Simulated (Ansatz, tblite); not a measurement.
# Sn26H32 hole sphere (Sn26H31Br): rung by rung

One table from this session's results is given with a row withheld; the runs are named, their logs left out.

The runs use Ansatz 0.2.0, Gaussian basis; as each input shows.

The runs, in order: GFN1-xTB, GFN2-xTB, PBE-D4/def2-SVP, r2SCAN-D4/def2-SVP, B3LYP-D4/def2-SVP, PBE0-D4/def2-TZVP, PBE-D4/def2-TZVP, MP2/def2-SVP.

1 further run of the same task is left out (set aside as unsound or not needed). Runs told in other sessions of the task aren't counted.

## The geometry

The singlet was relaxed beforehand with r2SCAN-D4/def2-SVP.

58 atoms, charge 0, spin multiplicity 1.

Bond lengths: Sn1–Sn17 2.801 Å, Sn1–Sn18 2.812 Å, Sn1–H28 1.723 Å, Sn1–H29 1.723 Å, Sn2–Sn18 2.813 Å, Sn2–Sn19 2.803 Å, Sn2–H30 1.726 Å, Sn2–H31 1.718 Å, Sn3–Sn17 2.801 Å, Sn3–Sn20 2.810 Å, Sn3–H32 1.723 Å, Sn3–H33 1.723 Å, Sn4–Sn20 2.811 Å, Sn4–Sn21 2.802 Å, Sn4–H34 1.723 Å, Sn4–H35 1.723 Å, Sn5–Sn17 2.801 Å, Sn5–Sn22 2.811 Å and more. Angles: Sn17–Sn1–Sn18 110.8°, Sn17–Sn1–H28 110.2°, Sn17–Sn1–H29 109.9°, Sn18–Sn1–H28 109.5°, Sn18–Sn1–H29 109.3°, H28–Sn1–H29 107.1°, Sn18–Sn2–Sn19 109.7°, Sn18–Sn2–H30 108.1°, Sn18–Sn2–H31 111.1°, Sn19–Sn2–H30 109.2°, Sn19–Sn2–H31 111.1°, H30–Sn2–H31 107.6°, Sn17–Sn3–Sn20 110.3°, Sn17–Sn3–H32 110.3°, Sn17–Sn3–H33 110.1°, Sn20–Sn3–H32 109.5°, Sn20–Sn3–H33 109.6°, H32–Sn3–H33 107.1° and more.

Sn takes a core potential in the def2 sets. No spin-orbit coupling is included.

PBE0-D4/def2-SVP was run before; its log isn't repeated, and its numbers join the tables.

Set-up of the first run:

Tight binding, by tblite at 300 K electronic temperature and without a spin-polarisation term:

```python
tblite.interface.Calculator('GFN1-xTB', numbers, positions, charge=0, uhf=0).singlepoint()
```

Tight binding, by tblite at 300 K electronic temperature and without a spin-polarisation term:

```python
tblite.interface.Calculator('GFN2-xTB', numbers, positions, charge=0, uhf=0).singlepoint()
```

start.molden holds the orbitals of an earlier run on this state, given as this run's starting guess.

in.yaml

```yaml
crystal:
  periodic: [false, false, false]
  atoms:
    - {symbol: Sn, position_ang: [-4.855325, -1.609690, -1.553114]}
    - {symbol: Sn, position_ang: [-4.858872, 1.724214, 1.632056]}
    - {symbol: Sn, position_ang: [-1.622598, -4.849622, -1.603579]}
    - {symbol: Sn, position_ang: [1.679463, -4.834534, 1.640976]}
    - {symbol: Sn, position_ang: [-1.671521, -1.632030, -4.826058]}
    - {symbol: Sn, position_ang: [-1.596914, 1.604060, -1.566996]}
    - {symbol: Sn, position_ang: [1.614884, -1.590346, -1.610460]}
    - {symbol: Sn, position_ang: [1.610087, 1.633655, -4.883031]}
    - {symbol: Sn, position_ang: [-1.558557, -1.592485, 1.648043]}
    - {symbol: Sn, position_ang: [-1.732604, 1.544902, 4.734502]}
    - {symbol: Sn, position_ang: [1.712907, -1.611491, 4.888219]}
    - {symbol: Sn, position_ang: [1.669232, 1.639090, 1.567864]}
    - {symbol: Sn, position_ang: [1.675179, 4.869949, -1.678980]}
    - {symbol: Sn, position_ang: [-1.553552, 4.929916, 1.616163]}
    - {symbol: Sn, position_ang: [4.894286, 1.635021, -1.698197]}
    - {symbol: Sn, position_ang: [4.906067, -1.604021, 1.624847]}
    - {symbol: Sn, position_ang: [-3.277614, -3.243469, -3.192452]}
    - {symbol: Sn, position_ang: [-3.247787, 0.020734, 0.078486]}
    - {symbol: Sn, position_ang: [-3.238563, 3.368093, 3.221910]}
    - {symbol: Sn, position_ang: [0.025603, -3.247936, 0.013702]}
    - {symbol: Sn, position_ang: [3.314316, -3.232638, 3.257348]}
    - {symbol: Sn, position_ang: [-0.010722, 0.008958, -3.260421]}
    - {symbol: Sn, position_ang: [0.040458, 3.294036, -0.021043]}
    - {symbol: Sn, position_ang: [3.313213, 0.010402, -0.036029]}
    - {symbol: Sn, position_ang: [3.272918, 3.250239, -3.312592]}
    - {symbol: Sn, position_ang: [0.106393, 0.012593, 3.254171]}
    - {symbol: Br, position_ang: [-3.491818, -0.219531, 5.317833]}
    - {symbol: H, position_ang: [-5.883391, -2.575049, -0.563946]}
    - {symbol: H, position_ang: [-5.874549, -0.614643, -2.523050]}
    - {symbol: H, position_ang: [-5.787783, 2.707276, 0.560168]}
    - {symbol: H, position_ang: [-5.959545, 0.824848, 2.596179]}
    - {symbol: H, position_ang: [-2.572440, -5.885966, -0.607665]}
    - {symbol: H, position_ang: [-0.646745, -5.860872, -2.600903]}
    - {symbol: H, position_ang: [2.659147, -5.851536, 0.653305]}
    - {symbol: H, position_ang: [0.709732, -5.865092, 2.623665]}
    - {symbol: H, position_ang: [-2.650371, -0.644543, -5.843826]}
    - {symbol: H, position_ang: [-0.697280, -2.609725, -5.857891]}
    - {symbol: H, position_ang: [-2.608603, 2.604792, -2.553057]}
    - {symbol: H, position_ang: [2.606651, -2.586950, -2.620184]}
    - {symbol: H, position_ang: [0.618790, 2.615482, -5.894222]}
    - {symbol: H, position_ang: [2.557926, 0.635902, -5.920160]}
    - {symbol: H, position_ang: [-2.511582, -2.613518, 2.659932]}
    - {symbol: H, position_ang: [-1.199283, 2.091442, 6.282515]}
    - {symbol: H, position_ang: [0.707440, -2.568501, 5.904938]}
    - {symbol: H, position_ang: [2.689250, -0.623004, 5.906268]}
    - {symbol: H, position_ang: [2.676526, 2.636749, 2.561828]}
    - {symbol: H, position_ang: [0.684556, 5.898274, -2.643504]}
    - {symbol: H, position_ang: [2.658650, 5.890221, -0.698296]}
    - {symbol: H, position_ang: [-2.514965, 5.969500, 0.634509]}
    - {symbol: H, position_ang: [-0.557347, 5.938438, 2.596162]}
    - {symbol: H, position_ang: [5.904806, 0.638648, -2.675209]}
    - {symbol: H, position_ang: [5.931315, 2.612607, -0.729777]}
    - {symbol: H, position_ang: [5.941648, -2.577387, 0.650713]}
    - {symbol: H, position_ang: [5.919527, -0.599351, 2.591004]}
    - {symbol: H, position_ang: [-4.293720, -4.239124, -4.175163]}
    - {symbol: H, position_ang: [-4.173157, 4.353792, 4.289282]}
    - {symbol: H, position_ang: [4.325823, -4.227868, 4.245432]}
    - {symbol: H, position_ang: [4.260613, 4.242990, -4.326714]}
basis:
  gaussian: {orbitals: def2-SVP, fitting: {mean_field: def2-universal-jkfit}, initial_orbitals: start.molden}
hamiltonian: {xc: pbe, dispersion: d4}
scf: {omitted_lower_state_checks: [starts]}
output: {orbitals: {seedname: orbitals}}
```

On the command line:

```sh
> ansatz run in.yaml --threads 11 --pin off --events-out ev --progress --plain --max-ram 174080MiB --backend cuda --devices 0, --max-vram 75GiB
```

Steps of the session up to this table: PBE-D4/def2-SVP; r2SCAN-D4/def2-SVP; B3LYP-D4/def2-SVP; PBE0-D4/def2-TZVP; PBE-D4/def2-TZVP; MP2/def2-SVP.

One table of the session follows, with a row left open; its other results are not shown here.

It belongs to the step «Binding energy». 

```
             level  binding an atom (eV)
       HF/def2-SVP                 1.636
   PBE-D4/def2-SVP                 2.510
  PBE-D4/def2-TZVP                 2.521
r2SCAN-D4/def2-SVP                     ?
 B3LYP-D4/def2-SVP                 2.484
  PBE0-D4/def2-SVP                 2.507
 PBE0-D4/def2-TZVP                 2.522
      MP2/def2-SVP                 2.328
```

**Question.** Estimate the row for r2SCAN-D4/def2-SVP.

As computed: binding an atom (eV): 2.502. In the column «binding an atom (eV)» it lies between B3LYP-D4/def2-SVP (2.484) and PBE0-D4/def2-SVP (2.507).

To keep in mind: Free atoms were run apart at each level; binding is atoms less cluster, divided by the number of atoms, without zero-point or spin-orbit terms.
